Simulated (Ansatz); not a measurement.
**C4H6F4: how energies converge with the basis set**

Aim: see how fast density functionals converge with the basis set for C4H6F4.

The runs use Ansatz 0.2.0, Gaussian basis; one geometry, several basis sets.

Plan: PBE0-D4/def2-SVP; ωB97M-V/def2-SVP; PBE0-D4/def2-QZVPP; ωB97M-V/def2-QZVPP; the functionals' def2-TZVPP values are taken from earlier runs.

**1. Structure used throughout**

All runs share one geometry, relaxed beforehand with PBE0-D4 in a triple-zeta def2 set.

SMILES `CC(F)(F)CC(F)F`, 14 atoms, charge 0, spin multiplicity 1.

Atoms are counted from 1 here; the program's logs count them from 0.

Bond lengths: C1–C2 1.502 Å, C1–H9 1.089 Å, C1–H10 1.090 Å, C1–H11 1.090 Å, C2–F3 1.371 Å, C2–F4 1.367 Å, C2–C5 1.516 Å, C5–C6 1.506 Å, C5–H12 1.092 Å, C5–H13 1.092 Å, C6–F7 1.357 Å, C6–F8 1.361 Å, C6–H14 1.093 Å. Angles: C2–C1–H9 110.6°, C2–C1–H10 109.9°, C2–C1–H11 108.6°, H9–C1–H10 108.9°, H9–C1–H11 109.6°, H10–C1–H11 109.3°, C1–C2–F3 109.0°, C1–C2–F4 108.7°, C1–C2–C5 117.6°, F3–C2–F4 105.8°, F3–C2–C5 108.1°, F4–C2–C5 106.9°, C2–C5–C6 114.8°, C2–C5–H12 107.1°, C2–C5–H13 109.8°, C6–C5–H12 107.8°, C6–C5–H13 108.9°, H12–C5–H13 108.3° and more.

**2. PBE0-D4 in def2-SVP**

Contents of in.yaml:

```yaml
crystal:
  periodic: [false, false, false]
  atoms:
    - {symbol: C, position_ang: [-0.795700, -1.319256, 0.715685]}
    - {symbol: C, position_ang: [-0.777440, -0.377573, -0.454098]}
    - {symbol: F, position_ang: [-0.228975, -1.018795, -1.535080]}
    - {symbol: F, position_ang: [-2.066409, -0.089817, -0.805884]}
    - {symbol: C, position_ang: [-0.061012, 0.947259, -0.279613]}
    - {symbol: C, position_ang: [1.430777, 0.839326, -0.104642]}
    - {symbol: F, position_ang: [1.973221, 2.082072, -0.149631]}
    - {symbol: F, position_ang: [1.741481, 0.315919, 1.112817]}
    - {symbol: H, position_ang: [0.216048, -1.621584, 0.979943]}
    - {symbol: H, position_ang: [-1.254439, -0.833358, 1.576868]}
    - {symbol: H, position_ang: [-1.380808, -2.198228, 0.444577]}
    - {symbol: H, position_ang: [-0.250159, 1.535351, -1.180016]}
    - {symbol: H, position_ang: [-0.478518, 1.483568, 0.574822]}
    - {symbol: H, position_ang: [1.918834, 0.225914, -0.867047]}
basis:
  gaussian: {orbitals: def2-SVP}
hamiltonian: {xc: pbe0, dispersion: d4}
output: {orbitals: {seedname: orbitals}}
```

Launch:

```bash
> ansatz run in.yaml --threads 2 --pin off --events-out ev --progress --plain --max-ram 32768MiB --backend cpu
```

The runs that follow: ωB97M-V in def2-SVP; PBE0-D4 in def2-QZVPP; ωB97M-V in def2-QZVPP.

Before running them: what should the planned runs give, taken together? Wanted: PBE0-D4: double and triple zeta above quadruple; ωB97M-V: double and triple zeta above quadruple.

The runs gave:

| quantity | value |
| --- | --- |
| PBE0-D4: double and triple zeta above quadruple | 18.66, 0.77 eV |
| ωB97M-V: double and triple zeta above quadruple | 19.13, 0.74 eV |

**Reading.** For PBE0-D4 the step from double to triple zeta gains 17.89 eV and the next only 0.77 eV. These are total energies; as a rule much of such shifts cancels in differences, which this series doesn't test. The LUMO of ωB97M-V is positive and keeps falling with the basis (3.54 to 1.95 eV): an unbound level that the basis holds in place.
